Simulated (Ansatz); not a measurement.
Crystal: AgB2.

```
Ag B
1.0
     3.00000    0.00000    0.00000
    -1.50000    2.59808    0.00000
     0.00000    0.00000    3.24000
Ag B
1 2
Direct
  0.00000 0.00000 0.00000
  0.66667 0.33333 0.50000
  0.33333 0.66667 0.50000
```

```yaml
Program: Ansatz 0.2.0
Task: relaxation of cell and atoms
Functional: RPBE
Potentials_or_basis: Ansatz PAW
Cutoff: "420 eV (not typed: the program's choice for these potentials)"
k_mesh: 10 × 10 × 8
Occupations: fermi-dirac, width 0.05 eV
Spin: no spin polarisation
```

At the start: volume 8.42 Å³/atom.

Task: Where does the relaxation end?

Result: It ends after 13 steps and the volume is 11.03 Å³/atom (+31.0 %); space group P6/mmm (No. 191, to 0.05 Å).

The path:
| step | energy change (eV) | largest force (eV/Å) | volume (Å³) |
| --- | --- | --- | --- |
| 1 | 0.0000 | 0.0000 | 25.25 |
| 2 | -0.7183 | 0.0000 | 27.50 |
| 3 | -1.0957 | 0.0000 | 29.38 |
| 4 | -1.2912 | 0.0000 | 30.80 |
| 5 | -1.3885 | 0.0000 | 30.92 |
| 6 | -1.4217 | 0.0000 | 31.94 |
| 7 | -1.4226 | 0.0000 | 32.16 |
| 8 | -1.4226 | 0.0000 | 32.17 |
| 9 | -1.4858 | 0.0000 | 32.17 |
| 10 | -1.5023 | 0.0000 | 32.71 |
| 11 | -1.5053 | 0.0000 | 33.04 |
| 12 | -1.5053 | 0.0000 | 33.08 |
| 13 | -1.5065 | 0.0000 | 33.08 |

Final structure:
```
Ag B
1.0
     3.03824    0.00000    0.00000
    -1.51912    2.63119    0.00000
     0.00000    0.00000    4.13801
Ag B
1 2
Direct
  0.00000 0.00000 0.00000
  0.66667 0.33333 0.50000
  0.33333 0.66667 0.50000
```

Caveat: the volume moved by over 15 % at a fixed basis, so the end points are rough; the plane-wave basis is chosen anew once the cell has moved, so the energies of steps on either side of that aren't comparable; the PAW data sets come from PBE, with cores solved anew for the run's functional, which leaves a small shift of forces and pressure.
